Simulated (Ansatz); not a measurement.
# Cl₂H₄HfN₂: a ladder of functionals and wavefunction methods

An exercise on one series of results from a longer session: the logs are not shown, and one member is left open.

Method: functionals in def2-TZVPP, the program's frozen cores in correlated methods; program: Ansatz 0.2.0, Gaussian basis.

The runs, in order: PBE-D4, r2SCAN-D4, PBE0-D4, B3LYP-D4, ωB97X-V, ωB97M-V, B2PLYP; CCSD(T)/def2-TZVPP; MP2/def2-QZVPP; extrapolation to the limit.

## The geometry

All runs share one geometry, relaxed beforehand with PBE0-D4 in a triple-zeta def2 set. Hf takes the def2 core potential; no spin-orbit term is included.

SMILES `[NH2][Hf]([NH2])([Cl])[Cl]`, 9 atoms, charge 0, spin multiplicity 1.

Atoms are counted from 1 here; the program's logs count them from 0.

Bond lengths: N1–Hf2 2.012 Å, N1–H6 1.009 Å, N1–H7 1.011 Å, Hf2–N3 2.008 Å, Hf2–Cl4 2.361 Å, Hf2–Cl5 2.361 Å, N3–H8 1.011 Å, N3–H9 1.011 Å. Angles: Hf2–N1–H6 126.0°, Hf2–N1–H7 124.9°, H6–N1–H7 109.1°, N1–Hf2–N3 105.2°, N1–Hf2–Cl4 109.0°, N1–Hf2–Cl5 109.1°, N3–Hf2–Cl4 110.1°, N3–Hf2–Cl5 110.0°, Cl4–Hf2–Cl5 113.1°, Hf2–N3–H8 125.3°, Hf2–N3–H9 125.4°, H8–N3–H9 109.0°.

Set-up of the first run:

in.yaml

```yaml
crystal:
  periodic: [false, false, false]
  atoms:
    - {symbol: N, position_ang: [-1.420617, 0.322961, 0.853693]}
    - {symbol: Hf, position_ang: [0.292927, 0.582922, -0.168820]}
    - {symbol: N, position_ang: [0.945669, -1.270894, -0.580109]}
    - {symbol: Cl, position_ang: [-0.175188, 1.742580, -2.171868]}
    - {symbol: Cl, position_ang: [1.851810, 1.701136, 1.207862]}
    - {symbol: H, position_ang: [-1.837915, -0.563220, 1.097690]}
    - {symbol: H, position_ang: [-2.003182, 1.070899, 1.206117]}
    - {symbol: H, position_ang: [1.601769, -1.797808, -0.019316]}
    - {symbol: H, position_ang: [0.744717, -1.788557, -1.425228]}
basis:
  gaussian: {orbitals: def2-TZVPP}
hamiltonian: {xc: pbe, dispersion: d4}
output: {forces: true, orbitals: {seedname: orbitals}}
```

Command:

```bash
$ ansatz run in.yaml --threads 2 --pin off --events-out ev --progress --plain --max-ram 32768MiB --backend cpu
```

Steps of the session up to this table: PBE-D4 (GGA); r2SCAN-D4 (meta-GGA); PBE0-D4 (hybrid); B3LYP-D4 (hybrid); ωB97X-V (range-separated); ωB97M-V (range-separated); B2PLYP (double hybrid).

One of the session's tables, all rows but one given; the rest of the session is left out.

It belongs to the step «Frontier levels by functional». 

| functional | HOMO (eV) | gap (eV) |
| --- | --- | --- |
| PBE-D4 | -6.37 | 4.64 |
| r2SCAN-D4 | -6.69 | 5.17 |
| PBE0-D4 | -7.76 | 6.91 |
| B3LYP-D4 | ? | ? |
| ωB97X-V | -10.21 | 11.56 |
| ωB97M-V | -10.09 | 11.08 |

**Question.** Estimate the row for B3LYP-D4.

The run gave: HOMO (eV): -7.50; gap (eV): 6.42. In the column «HOMO (eV)» it lies between PBE0-D4 (-7.76) and r2SCAN-D4 (-6.69).
